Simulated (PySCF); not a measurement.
# C6H18GaN3: geometry, NMR shifts

What NMR shifts should C6H18GaN3 (`C[N](C)[Ga]([N](C)C)[N](C)C`) show?

The runs use PySCF 2.14.0, with density-fitted response routines of our own; the level of theory stands in each step. All values are computed, except where a source is named. Atoms are numbered from 0 throughout.

## Step 1: Starting geometry

28 atoms, charge 0, multiplicity 1; geometry from: GFN2-xTB.

Bonds of the start (Å): C0–N1 1.45, N1–C2 1.45, N1–Ga3 1.88, Ga3–N4 1.88, N4–C5 1.45, N4–C6 1.45, Ga3–N7 1.88, N7–C8 1.45, N7–C9 1.45, C0–H10 1.10, C0–H11 1.09, C0–H12 1.10, C2–H13 1.09, C2–H14 1.10, C2–H15 1.10, C5–H16 1.10, C5–H17 1.10, C5–H18 1.09, C6–H19 1.10, C6–H20 1.09, C6–H21 1.10, C8–H22 1.10, C8–H23 1.09, C8–H24 1.10, C9–H25 1.10, C9–H26 1.10, C9–H27 1.09.

## Step 2: Geometry optimisation at PBE0-D3(BJ)/def2-SVP

The job: settings as JSON, then the geometry in Å.

```
{"job": {"xc": "PBE0", "basis": "def2-SVP", "d3": "d3bj", "grid": 1, "kind": "geom"}, "charge": 0, "multiplicity": 1}
C      2.662608    -1.069874     0.653440
N      1.862414    -0.039985     0.017873
C      2.592253     1.200923    -0.146963
Ga    -0.014564    -0.020026     0.127896
N     -0.899405     1.637816     0.135704
C     -0.589468     2.680228     1.095386
C     -2.254502     1.741060    -0.366875
N     -0.935156    -1.505874    -0.555734
C     -2.221385    -1.938625    -0.044784
C     -0.198992    -2.588163    -1.177511
H      3.070371    -0.746418     1.621961
H      2.047930    -1.958580     0.813216
H      3.507698    -1.341500     0.008381
H      1.925221     1.948378    -0.580561
H      2.996347     1.586564     0.800062
H      3.436070     1.046087    -0.830963
H     -0.621262     3.661962     0.606190
H     -1.298518     2.700500     1.935472
H      0.416112     2.522868     1.491030
H     -2.375074     2.682725    -0.916521
H     -2.441992     0.912797    -1.052090
H     -3.006670     1.722390     0.434875
H     -2.130906    -2.777511     0.659740
H     -2.708027    -1.105524     0.466050
H     -2.863961    -2.263353    -0.872878
H     -0.046615    -3.441578    -0.501292
H     -0.746465    -2.951176    -2.056325
H      0.773249    -2.214032    -1.503236
```

**Question.** This job is followed by: GIAO PBE0/pcSseg-1 NMR shielding, non-relativistic, gas phase; GIAO mPW1PW91/pcSseg-1 NMR shielding, non-relativistic, gas phase. Predict these results of the whole session: point group; rotational constants (main isotopes); 13C shifts against TMS (PBE0/pcSseg-1, means over atoms taken as alike); 1H shifts against TMS (PBE0/pcSseg-1, means over atoms taken as alike); 15N shifts against NH3 (PBE0/pcSseg-1, means over atoms taken as alike); 71Ga shifts against GaH4- (PBE0/pcSseg-1); range of the shift of Ga3.

The runs gave:

```
                                                               quantity                 value
                                                            point group                    D3
                                   rotational constants (main isotopes)  1.03, 1.03, 0.56 GHz
13C shifts against TMS (PBE0/pcSseg-1, means over atoms taken as alike)              43.1 ppm
 1H shifts against TMS (PBE0/pcSseg-1, means over atoms taken as alike)              2.66 ppm
15N shifts against NH3 (PBE0/pcSseg-1, means over atoms taken as alike)              33.8 ppm
                              71Ga shifts against GaH4- (PBE0/pcSseg-1)               315 ppm
                                              range of the shift of Ga3        312 to 315 ppm
```

What this shows: Relaxing lowered the energy by 0.272 eV in 12 steps; the close pair that moved most is N1–Ga3, from 1.880 to 1.829 Å. At PBE0/pcSseg-1: Shielding is most anisotropic at Ga3 (span 223 ppm, paramagnetic term -1256 ppm). Across the 2 runs the shift of Ga3 moves most, between 312 (mPW1PW91/pcSseg-1) and 315 ppm (PBE0/pcSseg-1). Spin-orbit coupling is left out, which matters for shieldings and couplings at and beside the heavy atoms.
